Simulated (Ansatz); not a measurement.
# GaH₃O₂: vertical ionisation energy, part 2 of 2

Ansatz 0.2.0, Gaussian basis; unrestricted cation, the program's frozen cores in correlated methods. The steps go on from the part before.

**8. Cation, UKS B2PLYP (frozen core)/def2-TZVPP**

Input file in.yaml:

```yaml
crystal:
  periodic: [false, false, false]
  atoms:
    - {symbol: O, position_ang: [-1.213195, -0.662196, -0.331643]}
    - {symbol: Ga, position_ang: [0.192712, 0.428520, -0.177701]}
    - {symbol: O, position_ang: [1.374539, -0.148614, 1.016596]}
    - {symbol: H, position_ang: [-1.873657, -0.383326, -0.968289]}
    - {symbol: H, position_ang: [0.410218, 1.739877, -0.968360]}
    - {symbol: H, position_ang: [1.109383, -0.974271, 1.429398]}
basis:
  gaussian: {orbitals: def2-TZVPP}
total_charge: 1
magnetization: {spin_polarized: true, initial_magnetization: 1}
hamiltonian: {xc: {name: B2PLYP}}
```

Run with:

```sh
> ansatz run in.yaml --threads 4 --pin off --events-out ev --progress --plain --max-ram 10444MiB
```

Output:

```text
Functional definition: B2PLYP
  name "B2PLYP"
  cite "Grimme, J. Chem. Phys. 124, 034108 (2006) doi:10.1063/1.2148954"
  cite "Becke, Phys. Rev. A 38, 3098 (1988) doi:10.1103/PhysRevA.38.3098"
  cite "Lee, Yang & Parr, Phys. Rev. B 37, 785 (1988) doi:10.1103/PhysRevB.37.785"
  parameter a = 0.53
  parameter c = 0.27
  exchange = (1 - a)*b88_x + a*exact_x
  correlation = (1 - c)*lyp_c + c*(mp2_os + mp2_ss)
959 factors; integrals over basis functions are off by at most 8.8e-4 eV
mean field evaluation 1: about -56472.2451 eV, gradient 7.8e1 eV
mean field evaluation 2: about -56472.3403 eV, gradient 7.8e1 eV
mean field evaluation 4: about -56492.1548 eV, gradient 1.4e1 eV
mean field evaluation 8: about -56493.9075 eV, gradient 2.5e0 eV
mean field evaluation 16: about -56494.1695 eV, gradient 1.3e-1 eV
mean field evaluation 32: about -56494.2865 eV, gradient 8.8e-1 eV
mean field evaluation 64: about -56494.4676 eV, gradient 6.8e-1 eV
mean field evaluation 96: about -56472.4849 eV, gradient 2.3e1 eV
mean field -56494.54199557 eV, -2076.1361249611 hartree, gradient 1.8e-6 eV, S^2 0.767437; 7 other end points of the search recorded, 0 dependent functions left out
11 core orbitals not correlated: weight in the atoms' cores, before any rotation towards them, 1.000 or more for the frozen orbitals, at most 0.000 for the correlated occupied ones
reference -56494.54212906 eV, -2076.1361298668 hartree; 14, 13 occupied and 127, 128 virtual orbitals, 959 factors
second order -22.13183660 eV of doubles, -0.00000000 eV of singles
Total energy: -56500.51772494 eV, -2076.3557289650 hartree
```

Run time: 13 s. Hardware: 4 threads of Arm Neoverse V1, shared host; peak memory 0.53 GiB.

The neutral molecule at this level: -56511.9555 eV. Difference: 11.438 eV. ⟨S²⟩ = 0.767.

**9. Cation, UHF-CCSD(T)/def2-TZVPP**

in.yaml: that of step 8 with these lines changed.

```diff
@@ -13,2 +13,3 @@
 magnetization: {spin_polarized: true, initial_magnetization: 1}
-hamiltonian: {xc: {name: B2PLYP}}
+correlation: {method: ccsd_t}
+scf: {omitted_lower_state_checks: [cluster_reference]}
```

Same command.

Output:

```text
Functional definition: HF
  name "HF"
  cite "Fock, Z. Phys. 61, 126 (1930) doi:10.1007/BF01340294"
  parent pbe
  exchange = exact_x
  correlation = 0
these checks for a lower state are left out or cut short: cluster_reference
959 factors; integrals over basis functions are off by at most 8.8e-4 eV
mean field evaluation 1: about -56434.4891 eV, gradient 6.0e1 eV
mean field evaluation 2: about -56434.4918 eV, gradient 6.0e1 eV
mean field evaluation 4: about -56447.7304 eV, gradient 5.7e0 eV
mean field evaluation 8: about -56448.4818 eV, gradient 2.3e0 eV
mean field evaluation 16: about -56449.0062 eV, gradient 2.9e0 eV
mean field evaluation 32: about -56449.3983 eV, gradient 2.9e0 eV
mean field evaluation 64: about -56448.5649 eV, gradient 3.9e0 eV
mean field evaluation 96: about -56448.8679 eV, gradient 4.7e0 eV
mean field -56449.57175487 eV, -2074.4834990976 hartree, gradient 2.5e-6 eV, S^2 0.756731; 11 other end points of the search recorded, 0 dependent functions left out
11 core orbitals not correlated: weight in the atoms' cores, before any rotation towards them, 1.000 or more for the frozen orbitals, at most 0.000 for the correlated occupied ones
reference -56449.57175487 eV, -2074.4834990976 hartree; 14, 13 occupied and 127, 128 virtual orbitals, 959 factors
second order -17.64596071 eV of doubles, -0.00000000 eV of singles
cycle   1  -17.39709988 eV  change    2.5e-1 eV  update   1.1e-1
cycle   2  -17.89931005 eV  change   -5.0e-1 eV  update   3.6e-2
cycle   3  -18.01239705 eV  change   -1.1e-1 eV  update   3.0e-2
cycle   4  -18.02951787 eV  change   -1.7e-2 eV  update   1.7e-2
cycle   5  -18.02760330 eV  change    1.9e-3 eV  update   1.8e-2
cycle   6  -18.04642996 eV  change   -1.9e-2 eV  update   1.6e-2
cycle   7  -18.06418315 eV  change   -1.8e-2 eV  update   1.2e-2
cycle   8  -18.07425184 eV  change   -1.0e-2 eV  update   6.0e-3
cycle   9  -18.07894924 eV  change   -4.7e-3 eV  update   2.4e-3
cycle  10  -18.07899803 eV  change   -4.9e-5 eV  update   5.2e-4
cycle  11  -18.07909017 eV  change   -9.2e-5 eV  update   2.2e-4
cycle  12  -18.07930669 eV  change   -2.2e-4 eV  update   1.0e-4
cycle  13  -18.07925216 eV  change    5.5e-5 eV  update   4.7e-5
cycle  14  -18.07929741 eV  change   -4.5e-5 eV  update   2.3e-5
cycle  15  -18.07930518 eV  change   -7.8e-6 eV  update   1.1e-5
perturbative correction -0.67572810 eV, -0.0248325497 hartree
Total energy: -56468.32678816 eV, -2075.1727338581 hartree
Checks for a lower state left out: cluster_reference
```

Run time: 81 s. Hardware: 4 threads of Arm Neoverse V1, shared host; peak memory 2.5 GiB.

The neutral molecule at this level: -56479.8540 eV. Difference: 11.527 eV. ⟨S²⟩ = 0.757. T1 = 0.040 (report).

**10. Cation, UHF-MP2/def2-QZVPP**

in.yaml: that of step 9 with these lines changed.

```diff
@@ -10,6 +10,6 @@
 basis:
-  gaussian: {orbitals: def2-TZVPP}
+  gaussian: {orbitals: "def2-QZVPP.json"}
 total_charge: 1
 magnetization: {spin_polarized: true, initial_magnetization: 1}
-correlation: {method: ccsd_t}
+correlation: {method: mp2}
 scf: {omitted_lower_state_checks: [cluster_reference]}
```

The command is unchanged.

Output:

```text
Functional definition: HF
  name "HF"
  cite "Fock, Z. Phys. 61, 126 (1930) doi:10.1007/BF01340294"
  parent pbe
  exchange = exact_x
  correlation = 0
these checks for a lower state are left out or cut short: cluster_reference
1857 factors; integrals over basis functions are off by at most 5.7e-4 eV
mean field evaluation 1: about -56435.3204 eV, gradient 6.2e1 eV
mean field evaluation 2: about -56435.3209 eV, gradient 6.2e1 eV
mean field evaluation 4: about -56449.0341 eV, gradient 6.1e0 eV
mean field evaluation 8: about -56449.7888 eV, gradient 2.3e0 eV
mean field evaluation 16: about -56450.3344 eV, gradient 3.1e0 eV
mean field evaluation 32: about -56450.7224 eV, gradient 3.0e0 eV
mean field evaluation 64: about -56448.7565 eV, gradient 3.9e0 eV
mean field evaluation 96: about -56450.1900 eV, gradient 3.1e-1 eV
mean field -56450.89467530 eV, -2074.5321155265 hartree, gradient 3.2e-6 eV, S^2 0.756853; 11 other end points of the search recorded, 0 dependent functions left out
11 core orbitals not correlated: weight in the atoms' cores, before any rotation towards them, 1.000 or more for the frozen orbitals, at most 0.000 for the correlated occupied ones
reference -56450.89467530 eV, -2074.5321155265 hartree; 14, 13 occupied and 268, 269 virtual orbitals, 1857 factors
second order -25.34247836 eV of doubles, -0.00000000 eV of singles
Total energy: -56476.23715366 eV, -2075.4634344285 hartree
Checks for a lower state left out: cluster_reference
```

Wall time 59 s (4 threads of Arm Neoverse V1, shared host); peak memory 1.1 GiB.

The neutral molecule at this level: -56488.2563 eV. Difference: 12.019 eV. ⟨S²⟩ = 0.757.

**11. The basis-set limit**

No new run: Hartree-Fock is extrapolated as exp(−7.88√X) and correlation as X^−2.97, with X = 3 and 4; only MP2 was run in the larger set, so CCSD(T) minus MP2 is added from the smaller one.

| level | energy at the limit (eV) |
| --- | --- |
| HF | -56451.0769 |
| MP2 | -56482.1205 |
| CCSD | -56482.5538 |
| CCSD(T) | -56483.2296 |

This is no true limit for total energies: MP2 correlation changes by a factor of 1.44 from triple to quadruple zeta (about 1.07 in light molecules), because outer-core shells are correlated in sets not made for them. Much of that cancels between molecule and atoms or ions.

The neutral's limit, from its own earlier runs, is -56494.9620 eV in the additive form (MP2 limit plus CCSD(T) minus MP2 in triple zeta), in which the cation has -56483.2296 eV.

**12. The ladder**

Differences are taken before rounding.

| method | ionisation energy (eV) | from CCSD(T)/CBS (eV) | time |
| --- | --- | --- | --- |
| PBE-D4 | 10.65 | -1.08 | 6.5 s |
| r2SCAN-D4 | 10.78 | -0.95 | 14 s |
| PBE0-D4 | 11.03 | -0.71 | 7.1 s |
| B3LYP-D4 | 11.04 | -0.69 | 8.4 s |
| ωB97X-V | 11.41 | -0.32 | 22 s |
| ωB97M-V | 11.39 | -0.34 | 27 s |
| B2PLYP | 11.44 | -0.29 | 15 s |
| HF/def2-TZVPP | 9.97 | -1.76 |  |
| MP2/def2-TZVPP | 11.90 | +0.17 |  |
| CCSD/def2-TZVPP | 11.48 | -0.25 |  |
| CCSD(T)/def2-TZVPP | 11.53 | -0.21 | 96 s |
| CCSD(T)/CBS | 11.73 | 0 | 2.7 min |

Among the levels timed on like hardware and quicker than the yardstick, those that no quicker one beats, quickest first: PBE-D4 (6.5 s, -1.08 eV); PBE0-D4 (7.1 s, -0.71 eV); B3LYP-D4 (8.4 s, -0.69 eV); B2PLYP (15 s, -0.29 eV); CCSD(T)/def2-TZVPP (96 s, -0.21 eV).

Times add the cation's run and the neutral's; HF, MP2 and CCSD come out of the CCSD(T) runs.

Orbital estimates, from the neutral's runs:

| functional | −ε(HOMO) (eV) | by energy difference (eV) |
| --- | --- | --- |
| LDA (SPW92) | 7.23 |  |
| PBE-D4 | 7.01 | 10.65 |
| revPBE-D4 | 6.93 |  |
| BLYP-D4 | 6.92 |  |
| r2SCAN-D4 | 7.38 | 10.78 |
| B97M-V | 7.45 |  |
| PBE0-D4 | 8.68 | 11.03 |
| B3LYP-D4 | 8.41 | 11.04 |
| r2SCANh-D4 | 8.00 |  |
| r2SCAN0-D4 | 8.96 |  |
| HSE06-D4 | 8.27 |  |
| BHLYP-D4 | 10.31 |  |
| CAM-B3LYP-D4 | 10.20 |  |
| LC-ωPBE | 11.59 |  |
| ωB97X-V | 11.22 | 11.41 |
| ωB97M-V | 11.16 | 11.39 |

**13. Summary of results**

This closing draws on all 2 parts.

| quantity | value |
| --- | --- |
| ionisation energy, CCSD(T)/CBS | 11.73 eV |
| nearest functional by difference | B2PLYP (-0.29 eV) |
| nearest −ε(HOMO) | LC-ωPBE (-0.14 eV) |
| −ε(HOMO) of PBE | 7.01 eV |
| T1 of the cation | 0.040 |

In words: By cation minus neutral, the functionals miss by 1.08 eV at most. −ε(HOMO) of PBE misses by 4.7 eV, since self-interaction lifts the level. Among orbital estimates LC-ωPBE comes nearest. Hartree-Fock falls 1.76 eV short, as the neutral has more correlation energy than the cation. The cation's T1 (from the report) is 0.040, near the customary mark of 0.045 for open shells, so the coupled-cluster value is less safe. Correlated methods include outer-core shells of Ga, which these sets cover unevenly. With outer-core shells in play the reference is unsure by up to some tenths of an eV, so close misses can't be ranked.

CCSD(T)/def2-TZVPP reaches 0.21 eV from the reference in 96 s, where CCSD(T)/CBS took 2.7 min; the quickest level in the cost chart, PBE-D4, takes 6.5 s and misses by 1.08 eV.
